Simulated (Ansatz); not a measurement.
**C₂H₂AlFO: how energies converge with the basis set**

An exercise on one series of results from a longer session: the logs are not shown, and one member is left open.

The runs use Ansatz 0.2.0, Gaussian basis; one geometry, several basis sets.

The runs, in order: PBE0-D4/def2-SVP; ωB97M-V/def2-SVP; PBE0-D4/def2-QZVPP; ωB97M-V/def2-QZVPP; the functionals' def2-TZVPP values are taken from earlier runs.

### The geometry

All runs share one geometry, relaxed beforehand with PBE0-D4 in a triple-zeta def2 set.

SMILES `[OH][Al]1[CH]=[C]1F`, 7 atoms, charge 0, spin multiplicity 1.

Atoms are counted from 1 here; the program's logs count them from 0.

Bond lengths: O1–Al2 1.677 Å, O1–H6 0.955 Å, Al2–C3 1.855 Å, Al2–C4 1.849 Å, C3–C4 1.363 Å, C3–H7 1.087 Å, C4–F5 1.330 Å. Angles: Al2–O1–H6 127.0°, O1–Al2–C3 155.7°, O1–Al2–C4 161.2°, C3–Al2–C4 43.2°, Al2–C3–C4 68.2°, Al2–C3–H7 163.5°, C4–C3–H7 128.3°, Al2–C4–C3 68.6°, Al2–C4–F5 164.9°, C3–C4–F5 126.5°.

Set-up of the first run:

The input, in.yaml:

```yaml
crystal:
  periodic: [false, false, false]
  atoms:
    - {symbol: O, position_ang: [-1.648670, 0.256299, 1.673761]}
    - {symbol: Al, position_ang: [-0.473248, 0.024069, 0.499868]}
    - {symbol: C, position_ang: [0.784112, -0.939307, -0.465521]}
    - {symbol: C, position_ang: [0.696158, 0.351425, -0.894851]}
    - {symbol: F, position_ang: [1.398344, 0.907634, -1.878278]}
    - {symbol: H, position_ang: [-2.123908, 1.063468, 1.858500]}
    - {symbol: H, position_ang: [1.428512, -1.731588, -0.839081]}
basis:
  gaussian: {orbitals: def2-SVP}
hamiltonian: {xc: pbe0, dispersion: d4}
output: {orbitals: {seedname: orbitals}}
```

Launch:

```bash
ansatz run in.yaml --threads 2 --pin off --events-out ev --progress --plain --max-ram 4352MiB
```

Among the steps run: PBE0-D4 in def2-SVP; ωB97M-V in def2-SVP; PBE0-D4 in def2-QZVPP; ωB97M-V in def2-QZVPP.

One of the session's tables, all rows but one given; the rest of the session is left out.

| functional | basis | HOMO (eV) |
| --- | --- | --- |
| PBE0-D4 | def2-SVP | -7.23 |
| PBE0-D4 | def2-TZVPP | -7.36 |
| PBE0-D4 | def2-QZVPP | -7.39 |
| ωB97M-V | def2-SVP | ? |
| ωB97M-V | def2-TZVPP | -9.58 |
| ωB97M-V | def2-QZVPP | -9.62 |

Estimate the missing values for ωB97M-V, def2-SVP.

As computed: HOMO (eV): -9.42. In the column «HOMO (eV)» it lies between ωB97M-V, def2-TZVPP (-9.58) and PBE0-D4, def2-QZVPP (-7.39).
